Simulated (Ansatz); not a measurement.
# C₂H₉GaOSi: a ladder of functionals and wavefunction methods

An exercise on one series of results from a longer session: the logs are not shown, and one member is left open.

Computed with Ansatz 0.2.0, Gaussian basis. Level: functionals in def2-TZVPP, the program's frozen cores in correlated methods.

Plan: LDA (SPW92), PBE-D4, revPBE-D4, BLYP-D4, r2SCAN-D4, B97M-V, PBE0-D4, B3LYP-D4, r2SCANh-D4, r2SCAN0-D4, HSE06-D4, BHLYP-D4, CAM-B3LYP-D4, LC-ωPBE, ωB97X-V, ωB97M-V, B2PLYP, PBE-QIDH; CCSD(T)/def2-SVP; CCSD(T)/def2-TZVPP; MP2/def2-QZVPP; extrapolation to the limit; RPA on PBE.

### The relaxed structure

The geometry comes from an earlier relaxation with PBE0-D4 in a triple-zeta def2 set; it is a stationary point, not always the lowest conformer.

SMILES `[CH3][Ga]([CH3])[O][SiH3]`, 14 atoms, charge 0, spin multiplicity 1.

Atoms are counted from 1 here; the program's logs count them from 0.

Bond lengths: C1–Ga2 1.959 Å, C1–H6 1.091 Å, C1–H7 1.093 Å, C1–H8 1.093 Å, Ga2–C3 1.954 Å, Ga2–O4 1.804 Å, C3–H9 1.092 Å, C3–H10 1.093 Å, C3–H11 1.090 Å, O4–Si5 1.622 Å, Si5–H12 1.490 Å, Si5–H13 1.495 Å, Si5–H14 1.489 Å. Angles: Ga2–C1–H6 112.2°, Ga2–C1–H7 109.9°, Ga2–C1–H8 109.8°, H6–C1–H7 108.8°, H6–C1–H8 108.8°, H7–C1–H8 107.2°, C1–Ga2–C3 133.3°, C1–Ga2–O4 114.8°, C3–Ga2–O4 112.0°, Ga2–C3–H9 109.7°, Ga2–C3–H10 109.4°, Ga2–C3–H11 112.6°, H9–C3–H10 107.3°, H9–C3–H11 109.2°, H10–C3–H11 108.5°, Ga2–O4–Si5 139.8°, O4–Si5–H12 110.5°, O4–Si5–H13 111.9° and more.

The first run:

in.yaml

```yaml
crystal:
  periodic: [false, false, false]
  atoms:
    - {symbol: C, position_ang: [-1.053684, 1.593906, 0.577468]}
    - {symbol: Ga, position_ang: [0.245331, 0.128751, 0.629376]}
    - {symbol: C, position_ang: [1.511480, -0.490827, 1.982343]}
    - {symbol: O, position_ang: [0.303156, -0.883317, -0.862436]}
    - {symbol: Si, position_ang: [-0.411122, -0.992068, -2.314884]}
    - {symbol: H, position_ang: [-1.044557, 2.185989, 1.493247]}
    - {symbol: H, position_ang: [-0.839241, 2.250869, -0.268886]}
    - {symbol: H, position_ang: [-2.059332, 1.193086, 0.428303]}
    - {symbol: H, position_ang: [2.488350, -0.655372, 1.523376]}
    - {symbol: H, position_ang: [1.174016, -1.450131, 2.383178]}
    - {symbol: H, position_ang: [1.617192, 0.211909, 2.809314]}
    - {symbol: H, position_ang: [-1.113410, -2.298248, -2.455738]}
    - {symbol: H, position_ang: [-1.419176, 0.091739, -2.522101]}
    - {symbol: H, position_ang: [0.600997, -0.886285, -3.402541]}
basis:
  gaussian: {orbitals: def2-TZVPP}
hamiltonian: {xc: lda}
output: {orbitals: {seedname: orbitals}}
```

Launch:

```bash
> ansatz run in.yaml --threads 2 --pin off --events-out ev --progress --plain --max-ram 22528MiB --backend cuda --devices 0, --max-vram 18GiB
```

Among the steps run: LDA; PBE-D4 (GGA); revPBE-D4 (GGA); BLYP-D4 (GGA); r2SCAN-D4 (meta-GGA); B97M-V (meta-GGA); B3LYP-D4 (hybrid); r2SCANh-D4 (hybrid); r2SCAN0-D4 (hybrid); HSE06-D4 (hybrid); BHLYP-D4 (hybrid); CAM-B3LYP-D4 (range-separated); LC-ωPBE (range-separated); ωB97X-V (range-separated); ωB97M-V (range-separated); B2PLYP (double hybrid); PBE-QIDH (double hybrid).

One of the session's tables, all rows but one given; the rest of the session is left out.

It belongs to the step «Orbital energies across the functionals». 

```
  functional  HOMO (eV)  gap (eV)
 LDA (SPW92)      -6.59      4.95
      PBE-D4      -6.44      5.07
   revPBE-D4      -6.38      5.14
     BLYP-D4          ?         ?
   r2SCAN-D4      -6.73      5.64
      B97M-V      -6.84      5.53
     PBE0-D4      -7.75      7.20
    B3LYP-D4      -7.53      6.68
  r2SCANh-D4      -7.22      6.41
  r2SCAN0-D4      -7.94      7.56
    HSE06-D4      -7.35      6.44
    BHLYP-D4      -8.93      9.12
CAM-B3LYP-D4      -9.10      9.43
     LC-ωPBE     -10.45     12.01
     ωB97X-V     -10.10     11.46
     ωB97M-V      -9.98     11.07
```

Estimate the missing values for BLYP-D4.

Worked estimate for «HOMO (eV)». Against the share of exact exchange, B3LYP-D4 (0.2, -7.53), BHLYP-D4 (0.5, -8.93) give a slope of -4.67 per unit share; at 0 the line stands at -6.60.

As computed: HOMO (eV): -6.32; gap (eV): 4.99. In «HOMO (eV)» the line misses by -0.28.
